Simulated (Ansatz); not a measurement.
# Mg, space group P6/mmm: a phonon calculation by linear response

Computed with Ansatz's Python interface.

Notebook, run cell by cell (the value of a cell's last expression is shown):

**Cell 1**
```python
from pathlib import Path

import ansatz as az
from ase import Atoms
import numpy as np
```

**Cell 2**
```python
SCF_TOL = 1e-08
OCCUPATIONS = 'fermi_dirac'
MESH = (12, 12, 10)
```

**Cell 3**
```python
atoms = Atoms(
    ['Mg'],
    scaled_positions=[
        (0.0, 0.0, 0.0),
    ],
    cell=[
        (3.0503, 0.0, 0.0),
        (-1.52515, 2.641637, 0.0),
        (0.0, 0.0, 3.044838),
    ],
    pbc=True,
)
structure = az.Crystal.from_ase(atoms)
```

**Cell 4**
```python
[site.symbol for site in structure.resolved().sites]
```
Output:
```text
['Mg']
```

**Cell 5**
```python
calculation = (
    structure.calculation()
    .scf(tolerance=SCF_TOL)
    .occupations(OCCUPATIONS)
    .functional(az.Functional.PBESOL)
    .kpoints(*MESH)
    .phonons('dfpt', points=[(0, 0, 0), (0.5, 0.5, 0), (0.5, 0, 0.5)])
)
result = calculation.run(threads=1, backend='cpu', runs_dir='runs')
ph = result.phonons
```
Output:
```text
DeckWarning: basis.ecutwfc = 420 eV, auto-derived from the records' recommended cutoffs: set by Mg (normal level)
```

**Cell 6**
```python
for q in ph.qpoints:
    print('q =', np.round(q.q_frac, 3), '1/cm:', ' '.join(f'{w:.1f}' for w in q.omega_inv_cm))
```
Output:
```text
q = [0. 0. 0.] 1/cm: -0.0 0.0 0.0
q = [0.5 0.5 0. ] 1/cm: -122.1 159.7 266.6
q = [0.5 0.  0.5] 1/cm: 135.2 223.6 263.3
```

What to keep in mind:
- The cell isn't relaxed first, so the values belong to this volume.
- A negative frequency stands for an imaginary mode.
- This isn't the structure that Mg takes at ambient conditions.
- Warnings are shown shortened and without file and line.
- The structure is taken as given; imaginary modes can come from an unrelaxed or unstable start. Phonons of metals also depend on mesh and smearing.
- By the engine's processor time: 30 s on 1 thread of Intel(R) Xeon(R) Processor @ 2.30GHz, on a shared host, peak memory 0.76 GiB.
